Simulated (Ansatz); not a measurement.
# Cu: the cost of one run

Computed with Ansatz 0.2.0 (DFT PBEsol, scalar-relativistic, plane waves, PAW, unless a step's input says otherwise).

## (1) The system as given

Symmetry: I4/mmm, No. 139, tetragonal system. The conventional cell has a = 2.886 Å, b = 2.886 Å, c = 2.752 Å, α = 90.00°, β = 90.00°, γ = 90.00°. Around Cu (site symmetry 4/mmm) lie 10 Cu at 2.46 to 2.75 Å.

Coordinates:

```cif
data_structure
_symmetry_space_group_name_H-M 'P 1'
_symmetry_Int_Tables_number 1
_cell_length_a 2.4611
_cell_length_b 2.4611
_cell_length_c 2.4611
_cell_angle_alpha 108.218
_cell_angle_beta 108.218
_cell_angle_gamma 112.008
_cell_volume 11.46
loop_
_atom_site_label
_atom_site_type_symbol
_atom_site_fract_x
_atom_site_fract_y
_atom_site_fract_z
_atom_site_occupancy
Cu1 Cu 0.00000 0.00000 0.00000 1
```

It goes back to an entry of the Materials Project, which need not be the stable form.

The cell is taken as given, not relaxed at this level.

## (2) The reference cell

Reference values: F = -6588.7351 eV; pressure -1.43 GPa; largest force 0.000 eV/Å; gap on the mesh none (metal). It was computed beforehand with the settings of the runs below.

## (3) Setting up energy and stress against strain

The cell is strained by ε times the Voigt pattern (0, 0, 0, 1, 0, 0) (xx, yy, zz, yz, xz, xy; engineering shear), with fractional coordinates fixed (clamped ions). The stress on the pattern is the sum of the stress components weighted by it, tension positive.

## (4) Point ε = -0.0400

input.yaml

```yaml
crystal:
  lattice:
    - [-1.44279332, 1.415271691, 1.3472255836]
    - [1.44279332, -1.470314949, 1.4049373164]
    - [1.44279332, 1.470314949, -1.4049373164]
  atoms:
    - { symbol: Cu, position: [0.0, 0.0, 0.0] }
basis:
  ecutwfc: 420
kpoints:
  mp_grid: { grid: [24, 24, 24] }
hamiltonian:
  xc: pbesol
scf:
  occupations: { method: gaussian, width: 0.15 }
output:
  forces: true
  stress: true
  eigenvalues: true
  write_density: true
  write_potential: true
  elf: true
  volumetric_format: npy
```

Run with:

```bash
$ ansatz run input.yaml --threads 1 --pin off --max-ram 2560MiB --backend cpu --events-out ev --progress --plain --runs-dir out
```

**Question.** How long does this run take on 1 thread of Intel Xeon 6975P-C (Granite Rapids), shared host, and how much memory does it need?

About 23 s, with a peak of 0.85 GiB.
